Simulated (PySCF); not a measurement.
# C₂H₇NSi₂: electronic excitations and core binding energies

Wanted: the electronic excitations and core binding energies of C₂H₇NSi₂ (`N#C[SiH2]C[SiH3]`), by calculation.

The runs use PySCF 2.14.0, with density-fitted response routines of our own; the level of theory stands in each step. All values are computed, except where a source is named. Atoms are numbered from 0 throughout.

### 1 The molecule as given

12 atoms, charge 0, multiplicity 1; geometry from: GFN2-xTB.

Bonds of the start (Å): N0–C1 1.15, C1–Si2 1.87, Si2–C3 1.90, C3–Si4 1.91, Si2–H5 1.47, Si2–H6 1.47, C3–H7 1.09, C3–H8 1.09, Si4–H9 1.47, Si4–H10 1.46, Si4–H11 1.46.

### 2 Excited states and response: CAM-B3LYP/def2-SVPD

The job: settings as JSON, then the geometry in Å.

```
{"job": {"kind": "uv", "xc": "CAM-B3LYP", "basis": "def2-SVPD", "nstates": 8, "ntriplets": 3}, "charge": 0, "multiplicity": 1}
N     -1.957407     2.477757     0.625880
C     -1.751506     1.366094     0.440593
Si    -1.417880    -0.446118     0.127470
C      0.253774    -0.567276    -0.758242
Si     1.762660     0.091093     0.204834
H     -2.528668    -0.910753    -0.711902
H     -1.416436    -1.101450     1.437785
H      0.431273    -1.612841    -1.015212
H      0.187724    -0.031790    -1.707084
H      2.959740    -0.090920    -0.620851
H      1.571871     1.507478     0.509802
H      1.906054    -0.681959     1.440901
```

Method: TDDFT CAM-B3LYP/def2-SVPD, vertical, gas phase, core orbitals frozen in the response.

Launch:

```bash
$ OMP_NUM_THREADS=1 python probes_run.py task.json out
```

One launch serves the whole session: the jobs run in the order shown.

What it wrote:

```text
coarse grid: 10824 points
cycle   1  E = -713.6610272929  dE =  1.509e-01  |g| = 4.412e-01  |ddm| = 3.971e+00
cycle   2  E = -713.6049842183  dE =  5.604e-02  |g| = 7.031e-01  |ddm| = 1.213e+00
cycle   3  E = -713.7144058634  dE = -1.094e-01  |g| = 8.157e-02  |ddm| = 7.138e-01
cycle   4  E = -713.7157785307  dE = -1.373e-03  |g| = 3.629e-02  |ddm| = 1.343e-01
cycle   5  E = -713.7160971784  dE = -3.186e-04  |g| = 6.652e-03  |ddm| = 5.350e-02
cycle   6  E = -713.7161106791  dE = -1.350e-05  |g| = 1.082e-03  |ddm| = 1.154e-02
cycle   7  E = -713.7161110568  dE = -3.778e-07  |g| = 2.361e-04  |ddm| = 2.583e-03
final grid: 94864 points
cycle   8  E = -713.8133591256  dE = -1.196e-05  |g| = 1.671e-03  |ddm| = 4.013e-02
cycle   9  E = -713.8133592195  dE = -9.386e-08  |g| = 1.645e-03  |ddm| = 5.546e-03
cycle  10  E = -713.8133599157  dE = -6.963e-07  |g| = 2.374e-04  |ddm| = 1.748e-03
cycle  11  E = -713.8133599214  dE = -5.674e-09  |g| = 2.018e-04  |ddm| = 3.688e-04
cycle  12  E = -713.8133599297  dE = -8.280e-09  |g| = 3.019e-05  |ddm| = 2.420e-04
cycle  13  E = -713.8133599300  dE = -2.723e-10  |g| = 4.676e-06  |ddm| = 4.845e-05
converged SCF energy = -713.8133599300

Static polarisability (au): isotropic 79.068, principal 67.559 81.149 88.496

Singlet excitations
state   eV       nm        f      main configurations
  1   7.1856    172.5   0.00088   H-4->L+1 0.15, H-1->L 0.13, H->L+1 0.12
  2   7.4730    165.9   0.01142   H->L 0.22, H-1->L+1 0.17, H-3->L+1 0.12
  3   7.4891    165.6   0.00978   H-4->L+1 0.17, H-1->L 0.17, H->L+1 0.15
  4   7.9734    155.5   0.07056   H->L 0.65, H-4->L 0.09
  5   8.2983    149.4   0.01189   H-5->L 0.33, H-1->L 0.20, H-3->L 0.09
  6   8.3544    148.4   0.03648   H->L+1 0.39, H-5->L+1 0.19
  7   8.4030    147.5   0.00726   H-5->L+1 0.48
  8   8.4431    146.8   0.01576   H-1->L 0.26, H-5->L 0.23

Triplet excitations (Tamm-Dancoff, eV): 5.9908 6.5062 6.5078
```

Run time: 34 s. Hardware: 1 thread of Intel Xeon at 2.70GHz, shared host; peak memory 0.73 GiB.

The orbitals next to the gap, with their largest atomic shares:

```
orbital      eV                        atoms
 HOMO−3  -11.34  Si4 23 %, H10 19 %, N0 18 %
 HOMO−2  -11.27  Si4 26 %, H11 22 %, N0 16 %
 HOMO−1  -10.94   C3 17 %, N0 15 %, Si4 14 %
   HOMO  -10.54  C3 31 %, Si4 17 %, Si2 16 %
   LUMO    0.36   Si2 23 %, C1 13 %, N0 13 %
 LUMO+1    0.74   Si2 24 %, N0 23 %, C1 23 %
 LUMO+2    1.11  Si2 30 %, Si4 17 %, C1 14 %
```

With each of the 8 states as a Gaussian band of 0.4 eV half-width at 1/e, the curve within the window shown has maxima at 152 nm (ε 4,500) L/(mol cm). Beyond the last state computed it falls off for lack of states. The curve at chosen wavelengths:

```tsv
nm	ε (L/mol/cm)
142	1291
144	2145
146	3052
148	3824
149	4115
151	4468
153	4512
155	4279
157	3832
159	3264
160	2968
162	2404
164	1916
166	1516
168	1186
170	908
171	785
173	568
175	392
177	257
179	160
181	95
182	72
184	40
186	22
188	11
```

Further results of this job:

```
           property  computed
  dipole moment (D)      4.08
polarisability (Å³)     11.72
 HOMO–LUMO gap (eV)     10.90
      −ε(HOMO) (eV)     10.54
```

### 3 Core holes by ΔSCF: SCAN, X2C

The job, as its differences from that of step 2:

```diff
@@ -1,2 +1,2 @@
-{"job": {"kind": "uv", "xc": "CAM-B3LYP", "basis": "def2-SVPD", "nstates": 8, "ntriplets": 3}, "charge": 0, "multiplicity": 1}
+{"job": {"kind": "xps"}, "charge": 0, "multiplicity": 1}
 N     -1.957407     2.477757     0.625880
```

Level: delta-SCF UKS SCAN, pcX-2 on the ionised atom, pcseg-1 elsewhere, spin-free X2C.

What it wrote:

```text
ground state, core basis on atom 0 (N), 144 functions
  cycle   1  E = -715.15355070  |g| = 5.05e-01
  cycle   2  E = -714.98963595  |g| = 9.48e-01
  cycle   3  E = -715.19541616  |g| = 3.31e-01
  cycle   4  E = -715.21981504  |g| = 5.16e-02
  cycle   5  E = -715.22052063  |g| = 1.82e-02
  cycle   6  E = -715.22061659  |g| = 3.39e-03
  cycle   7  E = -715.22061790  |g| = 1.08e-03
  cycle   8  E = -715.22062017  |g| = 2.61e-04
  E(ground) = -715.28678670 Eh
hole in N 1s of atom 0
  cycle   1  E = -699.62850309  |g| = 1.84e+00
  cycle   2  E = -694.90936027  |g| = 2.75e+00
  cycle   3  E = -699.67859321  |g| = 9.48e-01
  cycle   4  E = -700.07447375  |g| = 7.88e-01
  cycle   5  E = -700.29606511  |g| = 2.99e-01
  cycle   6  E = -700.32693011  |g| = 8.93e-02
  cycle   7  E = -700.33152822  |g| = 2.99e-02
  cycle   8  E = -700.33218815  |g| = 8.92e-03
  cycle   9  E = -700.33230559  |g| = 5.77e-03
  cycle  10  E = -700.33235882  |g| = 2.73e-03
  cycle  11  E = -700.33237543  |g| = 8.40e-04
  cycle  12  E = -700.33237686  |g| = 2.69e-04
  E(ion) = -700.39815250 Eh   <S^2> = 0.8144   hole on atom = 1.000   binding energy = 405.140 eV
ground state, core basis on atom 1 (C), 144 functions
  cycle   1  E = -715.20990037  |g| = 5.96e-02
  cycle   2  E = -715.20915587  |g| = 6.15e-02
  cycle   3  E = -715.20912042  |g| = 6.21e-02
  cycle   4  E = -715.21000776  |g| = 3.99e-03
  cycle   5  E = -715.21001161  |g| = 4.82e-04
  E(ground) = -715.27991906 Eh
hole in C 1s of atom 1
  cycle   1  E = -703.94552421  |g| = 1.50e+00
  cycle   2  E = -698.16698764  |g| = 2.62e+00
  cycle   3  E = -700.08340957  |g| = 1.71e+00
  cycle   4  E = -704.09901030  |g| = 9.53e-01
  cycle   5  E = -704.23417058  |g| = 5.30e-01
  cycle   6  E = -704.48544839  |g| = 1.01e-01
  cycle   7  E = -704.48919460  |g| = 7.92e-02
  cycle   8  E = -704.49301084  |g| = 2.40e-02
  cycle   9  E = -704.49342173  |g| = 9.02e-03
  cycle  10  E = -704.49354613  |g| = 4.70e-03
  cycle  11  E = -704.49360812  |g| = 2.62e-03
  cycle  12  E = -704.49362844  |g| = 1.14e-03
  cycle  13  E = -704.49363020  |g| = 5.33e-04
  cycle  14  E = -704.49362965  |g| = 2.29e-04
  E(ion) = -704.56100072 Eh   <S^2> = 0.8169   hole on atom = 1.000   binding energy = 291.677 eV
ground state, core basis on atom 2 (Si), 155 functions
  cycle   1  E = -715.30096334  |g| = 2.89e-01
  cycle   2  E = -715.29930700  |g| = 9.78e-02
  cycle   3  E = -715.28824969  |g| = 2.36e-01
  cycle   4  E = -715.30129130  |g| = 1.73e-02
  cycle   5  E = -715.30133417  |g| = 2.16e-03
  cycle   6  E = -715.30133492  |g| = 5.32e-04
  cycle   7  E = -715.30133684  |g| = 2.29e-04
  E(ground) = -715.32760235 Eh
hole in Si 1s of atom 2
  cycle   1  E = -646.33844135  |g| = 4.35e+00
  cycle   2  E = -645.95715725  |g| = 2.37e+00
  cycle   3  E = -646.01186987  |g| = 1.59e+00
  cycle   4  E = -647.11500699  |g| = 7.74e-01
  cycle   5  E = -647.35772096  |g| = 2.71e-01
  cycle   6  E = -647.39499276  |g| = 4.76e-02
  cycle   7  E = -647.39602840  |g| = 2.20e-02
  cycle   8  E = -647.39628903  |g| = 7.41e-03
  cycle   9  E = -647.39631609  |g| = 1.96e-03
  cycle  10  E = -647.39632009  |g| = 4.90e-04
  E(ion) = -647.43055987 Eh   <S^2> = 0.7522   hole on atom = 1.000   binding energy = 1847.573 eV
hole in Si 2p of atom 2
  cycle   1  E = -710.99670038  |g| = 1.24e+00
  cycle   2  E = -710.53825267  |g| = 1.36e+00
  cycle   3  E = -710.93359148  |g| = 8.90e-01
  cycle   4  E = -711.29609652  |g| = 2.33e-01
  cycle   5  E = -711.31707318  |g| = 8.39e-02
  cycle   6  E = -711.32100402  |g| = 1.98e-02
  cycle   7  E = -711.32119455  |g| = 7.74e-03
  cycle   8  E = -711.32122261  |g| = 2.73e-03
  cycle   9  E = -711.32122559  |g| = 7.23e-04
  cycle  10  E = -711.32122698  |g| = 3.23e-04
  E(ion) = -711.35831781 Eh   <S^2> = 0.7522   hole on atom = 1.002   binding energy = 108.010 eV
  2p3/2 = 107.768 eV   2p1/2 = 108.392 eV
ground state, core basis on atom 3 (C), 144 functions
  cycle   1  E = -715.20648252  |g| = 5.94e-02
  cycle   2  E = -715.20647837  |g| = 2.16e-02
  cycle   3  E = -715.20649355  |g| = 2.07e-02
  cycle   4  E = -715.20659735  |g| = 6.43e-03
  cycle   5  E = -715.20660758  |g| = 2.80e-03
  cycle   6  E = -715.20660901  |g| = 2.10e-04
  E(ground) = -715.27419425 Eh
hole in C 1s of atom 3
  cycle   1  E = -703.94875122  |g| = 1.51e+00
  cycle   2  E = -703.18720350  |g| = 1.85e+00
  cycle   3  E = -704.45173379  |g| = 4.28e-01
  cycle   4  E = -704.38682340  |g| = 5.46e-01
  cycle   5  E = -704.53177626  |g| = 8.09e-02
  cycle   6  E = -704.53465906  |g| = 1.31e-02
  cycle   7  E = -704.53474392  |g| = 5.81e-03
  cycle   8  E = -704.53476677  |g| = 1.37e-03
  cycle   9  E = -704.53476985  |g| = 6.07e-04
  cycle  10  E = -704.53476824  |g| = 2.02e-04
  E(ion) = -704.60079946 Eh   <S^2> = 0.7682   hole on atom = 1.000   binding energy = 290.438 eV
ground state, core basis on atom 4 (Si), 155 functions
  cycle   1  E = -715.29916222  |g| = 2.86e-01
  cycle   2  E = -715.29923519  |g| = 3.27e-02
  cycle   3  E = -715.29918794  |g| = 2.63e-02
  cycle   4  E = -715.29923598  |g| = 1.81e-02
  cycle   5  E = -715.29931136  |g| = 3.76e-03
  cycle   6  E = -715.29931423  |g| = 4.52e-04
  E(ground) = -715.32586066 Eh
hole in Si 1s of atom 4
  cycle   1  E = -646.36859664  |g| = 4.35e+00
  cycle   2  E = -646.64614812  |g| = 2.04e+00
  cycle   3  E = -647.20944904  |g| = 6.20e-01
  cycle   4  E = -647.35330899  |g| = 3.85e-01
  cycle   5  E = -647.39289523  |g| = 2.67e-01
  cycle   6  E = -647.42651118  |g| = 3.79e-02
  cycle   7  E = -647.42692692  |g| = 2.47e-02
  cycle   8  E = -647.42728028  |g| = 4.36e-03
  cycle   9  E = -647.42728897  |g| = 1.21e-03
  cycle  10  E = -647.42729049  |g| = 2.33e-04
  E(ion) = -647.46143599 Eh   <S^2> = 0.7523   hole on atom = 1.000   binding energy = 1846.685 eV
hole in Si 2p of atom 4
  cycle   1  E = -711.02638550  |g| = 1.23e+00
  cycle   2  E = -710.99555904  |g| = 1.00e+00
  cycle   3  E = -711.32263316  |g| = 2.18e-01
  cycle   4  E = -711.33032296  |g| = 2.04e-01
  cycle   5  E = -711.34671797  |g| = 7.95e-02
  cycle   6  E = -711.34974216  |g| = 2.01e-02
  cycle   7  E = -711.34996608  |g| = 4.90e-03
  cycle   8  E = -711.34997802  |g| = 9.25e-04
  cycle   9  E = -711.34997859  |g| = 1.84e-04
  E(ion) = -711.38724440 Eh   <S^2> = 0.7520   hole on atom = 1.002   binding energy = 107.175 eV
  2p3/2 = 106.971 eV   2p1/2 = 107.594 eV
```

Wall time 91 s (1 thread of Intel Xeon at 2.70GHz, shared host); peak memory 0.61 GiB.

The holes in one table. −ε is the ground-state orbital energy:

```
       hole  stands for                 environment  ΔSCF (eV; 2p as the shell's mean)  −ε (eV)   ⟨S²⟩
  N1s on N0          N0            nitrile nitrogen                             405.14    386.1  0.814
  C1s on C1          C1              nitrile carbon                             291.68    274.1  0.817
Si1s on Si2         Si2  silicon bonded to 2 C, 2 H                            1847.57   1794.4  0.752
Si2p on Si2         Si2  silicon bonded to 2 C, 2 H                             107.98     97.2  0.752
  C1s on C3          C3      sp3 CH2 bonded to 2 Si                             290.44    274.0  0.768
Si1s on Si4         Si4    silicon bonded to C, 3 H                            1846.69   1793.5  0.752
Si2p on Si4         Si4    silicon bonded to C, 3 H                             107.18     96.3  0.752
```

With the spin-orbit splitting: Si2 2p3/2 107.77, 2p1/2 108.39 eV; Si4 2p3/2 106.97, 2p1/2 107.59 eV. The table gives each 2p level as the mean over the whole 2p shell (two parts 2p3/2, one part 2p1/2), which differs a little from the single hole in the log.

### 4 Outcome

| quantity | value |
| --- | --- |
| lowest singlet (CAM-B3LYP/def2-SVPD) | 7.19 eV (173 nm), f = 0.001 |
| brightest single state of those computed | state 4, 7.97 eV, f = 0.071 |
| lowest triplet | 5.99 eV |
| C1s binding energies, SCAN/pcX-2 | C1 291.68, C3 290.44 eV |
| Si1s binding energies, SCAN/pcX-2 | Si2 1847.57, Si4 1846.69 eV |
| Si2p binding energies, SCAN/pcX-2 | Si2 107.98, Si4 107.18 eV |
| N1s binding energies, SCAN/pcX-2 | N0 405.14 eV |

**Reading.** The first singlet state (HOMO−4→LUMO+1 0.15, HOMO−1→LUMO 0.13) lies at 7.19 eV and is dark; of the 8 states computed, the strongest absorption comes from state 4 at 7.97 eV. The lowest triplet lies 1.19 eV below the lowest singlet (triplets in Tamm-Dancoff, singlets in full TDDFT). C1 (nitrile carbon) binds its C1s electron 1.24 eV more tightly than C3 (sp3 CH2 bonded to 2 Si). The Si1s levels kept as sound span 0.89 eV, from Si4 (silicon bonded to C, 3 H) up to Si2 (silicon bonded to 2 C, 2 H). Si2 (silicon bonded to 2 C, 2 H) binds its Si2p electron 0.80 eV more tightly than Si4 (silicon bonded to C, 3 H).
